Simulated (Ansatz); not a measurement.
# CdTe: the cost of one run

Method: DFT r2SCAN, scalar-relativistic, plane waves, PAW, in Ansatz 0.2.0.

The COD entry's cell or inner coordinates are ideal or old and differ from later refinements, so a difference from it is no clean test against experiment.

### 1 The structure to begin with

It takes space group F-43m (No. 216, cubic). Conventional cell: a = 6.410 Å, b = 6.410 Å, c = 6.410 Å, α = 90.00°, β = 90.00°, γ = 90.00°. Cd (site symmetry -43m) has 4 Te at 2.78 Å as nearest neighbours. Te (site symmetry -43m) has 4 Cd at 2.78 Å as nearest neighbours.

As a file:

```cif
data_structure
_symmetry_space_group_name_H-M 'P 1'
_symmetry_Int_Tables_number 1
_cell_length_a 4.5326
_cell_length_b 4.5326
_cell_length_c 4.5326
_cell_angle_alpha 60.000
_cell_angle_beta 60.000
_cell_angle_gamma 60.000
_cell_volume 65.84
loop_
_atom_site_label
_atom_site_type_symbol
_atom_site_fract_x
_atom_site_fract_y
_atom_site_fract_z
_atom_site_occupancy
Cd1 Cd 0.00000 0.00000 0.00000 1
Te1 Te 0.75000 0.75000 0.75000 1
```

No relaxation comes first: the listed cell is the starting point.

### 2 Zero of energy

Reference values: F = -15264.0963 eV; pressure 3.23 GPa; largest force 0.000 eV/Å; gap on the mesh 1.39 eV. It was computed beforehand with the settings of the runs below.

### 3 Zone-centre phonons by finite displacements

File input.yaml:

```yaml
crystal:
  lattice:
    - [0.0, 3.205, 3.205]
    - [3.205, 0.0, 3.205]
    - [3.205, 3.205, 0.0]
  atoms:
    - { symbol: Cd, position: [0.0, 0.0, 0.0] }
    - { symbol: Te, position: [0.75, 0.75, 0.75] }
basis:
  ecutwfc: 500
kpoints:
  mp_grid: { grid: [8, 8, 8] }
hamiltonian:
  xc: r2scan
scf:
  occupations: { method: gaussian, width: 0.05 }
output:
  eigenvalues: true
phonons:
  method: fd
  supercell: [1, 1, 1]
  amplitude: 0.02
  eigenvectors: true
  dielectric: false
```

The run is started by

```
> ansatz run input.yaml --threads 2 --pin off --max-ram 5120MiB --backend cpu --events-out ev --progress --plain --runs-dir out
```

Q: Estimate wall time and peak memory on 2 threads of Oxide Virtual Turin-like (Zen 5), shared host.

About 25 s, with a peak of 0.92 GiB.
